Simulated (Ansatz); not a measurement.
# ClH3OSn: the cost of one run

Program: Ansatz 0.2.0. Level of theory: RKS PBE0-D4/def2-SVP. These are calculated values, not measurements.

## 1. The structure to begin with

Bond lengths: Sn1–Cl2 2.610 Å, Sn1–H3 1.940 Å, Sn1–H4 1.739 Å, Sn1–O5 1.959 Å, O5–H6 1.010 Å. Angles: Cl2–Sn1–H3 45.6°, Cl2–Sn1–H4 123.0°, Cl2–Sn1–O5 123.0°, H3–Sn1–H4 121.2°, H3–Sn1–O5 121.2°, H4–Sn1–O5 109.5°, Sn1–O5–H6 109.5°.

Coordinates:

```xyz
6

Sn    0.0000    0.0000    0.0000
Cl    1.5152    0.0000    2.1251
H     1.9164    0.0000    0.3021
H    -0.8195    1.4198   -0.5794
O    -0.9232   -1.5994   -0.6527
H    -1.3778   -2.0650    0.1197
```

## 2. Pulling towards end A

Springs on the bonds that form and break draw the guess towards this end; the thresholds are loose.

Contents of input.yaml:

```yaml
crystal:
  periodic: [false, false, false]
  atoms:
    - { symbol: Sn, position_ang: [0.0, 0.0, 0.0] }
    - { symbol: Cl, position_ang: [1.5152, 0.0, 2.1251] }
    - { symbol: H, position_ang: [1.9164, 0.0, 0.3021] }
    - { symbol: H, position_ang: [-0.8195, 1.4198, -0.5794] }
    - { symbol: O, position_ang: [-0.9232, -1.5994, -0.6527] }
    - { symbol: H, position_ang: [-1.3778, -2.065, 0.1197] }
basis:
  gaussian: { orbitals: def2-SVP }
hamiltonian:
  xc: pbe0
  dispersion: d4
relax:
  f_tol: 0.15
  max_steps: 25
  restrain:
    - { distance: [1, 2], at: 2.57, k: 30.0 }
    - { distance: [0, 1], at: 2.41, k: 30.0 }
    - { distance: [0, 2], at: 1.74, k: 30.0 }
```

Launch:

```sh
> ansatz run input.yaml --threads 2 --pin off --max-ram 3072MiB --backend cpu --events-out ev --progress --plain --runs-dir out
```

**Question.** How long does this run take on 2 threads of Arm Neoverse V1, shared host, and how much memory does it need?

About 24 s, with a peak of 0.15 GiB.
